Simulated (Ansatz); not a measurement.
# Ge3Pd: the cost of one run

Method: DFT PBE, scalar-relativistic, plane waves, PAW, in Ansatz 0.2.0.

### Step 1. Starting point

The structure is tetragonal, space group P4mm (No. 99). The conventional cell has a = 4.127 Å, b = 4.127 Å, c = 4.275 Å, α = 90.00°, β = 90.00°, γ = 90.00°. Ge (site symmetry 2mm) has 2 Pd at 2.67 Å and 6 Ge at 2.83 to 2.92 Å in its first shell of neighbours. Around Ge (site symmetry 4mm) lie 8 Ge at 2.83 to 3.12 Å and 4 Pd at 2.99 Å. Around Pd (site symmetry 4mm) lie 8 Ge at 2.67 to 2.99 Å.

Structure file:

```
Ge Pd
1.0
     4.12728    0.00000    0.00000
     0.00000    4.12728    0.00000
     0.00000    0.00000    4.27475
Ge Pd
3 1
Direct
  0.50000 0.00000 0.11504
  0.00000 0.50000 0.11504
  0.00000 0.00000 0.66217
  0.50000 0.50000 0.51305
```

The cell was relaxed beforehand at this level, from a generated guess; it needn't be the stable form of this composition. At a tolerance of 0.05 Å it has space group P4mm (No. 99); it has 18.20 Å³/atom, an uncorrected energy of +0.06 eV/atom over the elements.

### Step 2. Bands, states and charges

input.yaml

```yaml
crystal:
  lattice:
    - [4.1272773555, 0.0, 0.0]
    - [0.0, 4.1272773555, 0.0]
    - [0.0, 0.0, 4.2747539754]
  atoms:
    - { symbol: Ge, position: [0.5, 0.0, 0.1150356625] }
    - { symbol: Ge, position: [0.0, 0.5, 0.1150356625] }
    - { symbol: Ge, position: [0.0, 0.0, 0.6621714644] }
    - { symbol: Pd, position: [0.5, 0.5, 0.5130478806] }
basis:
  ecutwfc: 420
kpoints:
  mp_grid: { grid: [12, 12, 10] }
  band_path:
    path:
      - [[0.0, 0.0, 0.0], [0.0, 0.5, 0.0], [0.5, 0.5, 0.0], [0.0, 0.0, 0.0], [0.0, 0.0, 0.5], [0.0, 0.5, 0.5], [0.5, 0.5, 0.5], [0.0, 0.0, 0.5]]
      - [[0.0, 0.5, 0.0], [0.0, 0.5, 0.5]]
      - [[0.5, 0.5, 0.0], [0.5, 0.5, 0.5]]
    npoints: 14
hamiltonian:
  xc: pbe
scf:
  occupations: { method: gaussian, width: 0.1 }
  n_extra_bands: 10
output:
  forces: true
  stress: true
  eigenvalues: true
  populations: true
  dos: { projected: true, de: 0.02, nscf_kmesh: { grid: [15, 15, 12] } }
  bader: true
  write_density: true
  write_potential: true
  elf: true
  volumetric_format: npy
```

Command:

```console
> ansatz run input.yaml --threads 1 --pin off --max-ram 2560MiB --backend cpu --events-out ev --progress --plain --runs-dir out
```

What time and memory should one allow on 1 thread of Arm Neoverse V1, shared host?

About 2.6 min, with a peak of 0.71 GiB.
